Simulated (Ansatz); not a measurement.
# CH5FSSi2: one species, many methods

One table from this session's results is given with a row withheld; the runs are named, their logs left out.

The runs use Ansatz 0.2.0, Gaussian basis; functionals in def2-TZVPP, the program's frozen cores in correlated methods.

The runs, in order: PBE-D4, r2SCAN-D4, PBE0-D4, B3LYP-D4, ωB97X-V, ωB97M-V, B2PLYP; CCSD(T)/def2-TZVPP; MP2/def2-QZVPP; extrapolation to the limit.

**Structure used throughout**

All runs share one geometry, relaxed beforehand with PBE0-D4 in a triple-zeta def2 set.

SMILES `F[Si]1(S)C[SiH2]1`, 10 atoms, charge 0, spin multiplicity 1.

Atoms are counted from 1 here; the program's logs count them from 0.

Bond lengths: F1–Si2 1.598 Å, Si2–S3 2.111 Å, Si2–C4 1.861 Å, Si2–Si5 2.233 Å, S3–H6 1.347 Å, C4–Si5 1.931 Å, C4–H7 1.090 Å, C4–H8 1.088 Å, Si5–H9 1.482 Å, Si5–H10 1.482 Å. Angles: F1–Si2–S3 112.3°, F1–Si2–C4 115.0°, F1–Si2–Si5 123.6°, S3–Si2–C4 118.0°, S3–Si2–Si5 120.1°, C4–Si2–Si5 55.4°, Si2–S3–H6 94.8°, Si2–C4–Si5 72.1°, Si2–C4–H7 116.9°, Si2–C4–H8 119.3°, Si5–C4–H7 113.4°, Si5–C4–H8 118.5°, H7–C4–H8 111.5°, Si2–Si5–C4 52.5°, Si2–Si5–H9 122.4°, Si2–Si5–H10 122.4°, C4–Si5–H9 114.3°, C4–Si5–H10 117.1° and more.

The first run:

Input file in.yaml:

```yaml
crystal:
  periodic: [false, false, false]
  atoms:
    - {symbol: F, position_ang: [-0.526668, 0.769612, 2.171104]}
    - {symbol: Si, position_ang: [0.271755, 0.321120, 0.861747]}
    - {symbol: S, position_ang: [2.252027, -0.269760, 1.292826]}
    - {symbol: C, position_ang: [-0.706920, -0.709371, -0.340467]}
    - {symbol: Si, position_ang: [-0.281825, 0.964314, -1.204122]}
    - {symbol: H, position_ang: [1.896772, -1.414391, 1.907280]}
    - {symbol: H, position_ang: [-1.770627, -0.831832, -0.134225]}
    - {symbol: H, position_ang: [-0.270125, -1.623199, -0.737357]}
    - {symbol: H, position_ang: [-1.456464, 1.824692, -1.479434]}
    - {symbol: H, position_ang: [0.675077, 0.917716, -2.334453]}
basis:
  gaussian: {orbitals: def2-TZVPP}
hamiltonian: {xc: pbe, dispersion: d4}
output: {forces: true, orbitals: {seedname: orbitals}}
```

The run is started by

```sh
$ ansatz run in.yaml --threads 4 --pin off --events-out ev --progress --plain --max-ram 10444MiB
```

Among the steps run: PBE-D4 (GGA); r2SCAN-D4 (meta-GGA); PBE0-D4 (hybrid); B3LYP-D4 (hybrid); ωB97X-V (range-separated); ωB97M-V (range-separated); B2PLYP (double hybrid); CCSD(T) in def2-TZVPP; MP2 in def2-QZVPP.

One of the session's tables, all rows but one given; the rest of the session is left out.

It belongs to the step «Atomisation energies». 

| method | atomisation energy (kJ/mol) |
| --- | --- |
| PBE-D4 | ? |
| r2SCAN-D4 | 3468.9 |
| PBE0-D4 | 3441.4 |
| B3LYP-D4 | 3424.8 |
| ωB97X-V | 3473.7 |
| ωB97M-V | 3460.5 |
| B2PLYP | 3387.7 |
| HF/def2-TZVPP | 2507.8 |
| MP2/def2-TZVPP | 3400.0 |
| CCSD/def2-TZVPP | 3289.0 |
| CCSD(T)/def2-TZVPP | 3344.8 |
| MP2/CBS | 3506.1 |
| CCSD(T)/CBS | 3450.9 |

**Question.** Estimate the row for PBE-D4.

**Answer.** atomisation energy (kJ/mol): 3490.4. In the column «atomisation energy (kJ/mol)» it lies between ωB97X-V (3473.7) and MP2/CBS (3506.1).

Limits of these values: Free atoms (1 F, 2 Si, 1 S, 1 C, 5 H) were run apart at each level; the atomisation energy is their sum less the molecule, without zero-point or spin-orbit terms.
